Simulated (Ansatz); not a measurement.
# ClH5OSSi2: one species, many methods

An exercise on one series of results from a longer session: the logs are not shown, and one member is left open.

Program: Ansatz 0.2.0, Gaussian basis. Level of theory: functionals in def2-TZVPP, the program's frozen cores in correlated methods. These are calculated values, not measurements.

The runs, in order: PBE-D4, r2SCAN-D4, PBE0-D4, B3LYP-D4, ωB97X-V, ωB97M-V, B2PLYP; CCSD(T)/def2-TZVPP; MP2/def2-QZVPP; extrapolation to the limit.

## The geometry

All runs share one geometry, relaxed beforehand with PBE0-D4 in a triple-zeta def2 set.

SMILES `O[Si]([SiH3])(S)Cl`, 10 atoms, charge 0, spin multiplicity 1.

Atoms are counted from 1 here; the program's logs count them from 0.

Bond lengths: O1–Si2 1.634 Å, O1–H6 0.961 Å, Si2–Si3 2.331 Å, Si2–S4 2.138 Å, Si2–Cl5 2.067 Å, Si3–H7 1.486 Å, Si3–H8 1.486 Å, Si3–H9 1.486 Å, S4–H10 1.343 Å. Angles: Si2–O1–H6 118.0°, O1–Si2–Si3 108.0°, O1–Si2–S4 107.5°, O1–Si2–Cl5 111.3°, Si3–Si2–S4 114.0°, Si3–Si2–Cl5 108.4°, S4–Si2–Cl5 107.7°, Si2–Si3–H7 110.5°, Si2–Si3–H8 107.8°, Si2–Si3–H9 109.5°, H7–Si3–H8 109.6°, H7–Si3–H9 109.9°, H8–Si3–H9 109.5°, Si2–S4–H10 93.8°.

Set-up of the first run:

in.yaml

```yaml
crystal:
  periodic: [false, false, false]
  atoms:
    - {symbol: O, position_ang: [-1.149399, 0.813806, 1.433893]}
    - {symbol: Si, position_ang: [-0.427870, 0.506173, 0.000872]}
    - {symbol: Si, position_ang: [1.327988, -0.978183, 0.382921]}
    - {symbol: S, position_ang: [-1.926969, -0.243346, -1.326381]}
    - {symbol: Cl, position_ang: [0.346291, 2.230299, -0.836135]}
    - {symbol: H, position_ang: [-1.921707, 1.384917, 1.436362]}
    - {symbol: H, position_ang: [2.336710, -0.370254, 1.288787]}
    - {symbol: H, position_ang: [1.957583, -1.285220, -0.927839]}
    - {symbol: H, position_ang: [0.797404, -2.229635, 0.982652]}
    - {symbol: H, position_ang: [-1.256930, 0.120140, -2.432334]}
basis:
  gaussian: {orbitals: def2-TZVPP}
hamiltonian: {xc: pbe, dispersion: d4}
output: {forces: true, orbitals: {seedname: orbitals}}
```

Launch:

```
ansatz run in.yaml --threads 4 --pin off --events-out ev --progress --plain --max-ram 10444MiB
```

Among the steps run: PBE-D4 (GGA); r2SCAN-D4 (meta-GGA); PBE0-D4 (hybrid); B3LYP-D4 (hybrid); ωB97X-V (range-separated); ωB97M-V (range-separated); B2PLYP (double hybrid); CCSD(T) in def2-TZVPP; MP2 in def2-QZVPP.

One table of the session follows, with a row left open; its other results are not shown here.

| method | atomisation energy (kJ/mol) |
| --- | --- |
| PBE-D4 | 3262.0 |
| r2SCAN-D4 | 3262.0 |
| PBE0-D4 | 3221.5 |
| B3LYP-D4 | 3224.5 |
| ωB97X-V | 3276.7 |
| ωB97M-V | 3264.0 |
| B2PLYP | 3184.6 |
| HF/def2-TZVPP | ? |
| MP2/def2-TZVPP | 3200.1 |
| CCSD/def2-TZVPP | 3101.1 |
| CCSD(T)/def2-TZVPP | 3151.6 |
| MP2/CBS | 3310.3 |
| CCSD(T)/CBS | 3261.8 |

Q: Estimate the row for HF/def2-TZVPP from the others.

As computed: atomisation energy (kJ/mol): 2357.1. In the column «atomisation energy (kJ/mol)» it is the lowest.

To keep in mind: Free atoms (1 O, 2 Si, 1 S, 1 Cl, 5 H) were run apart at each level; the atomisation energy is their sum less the molecule, without zero-point or spin-orbit terms.
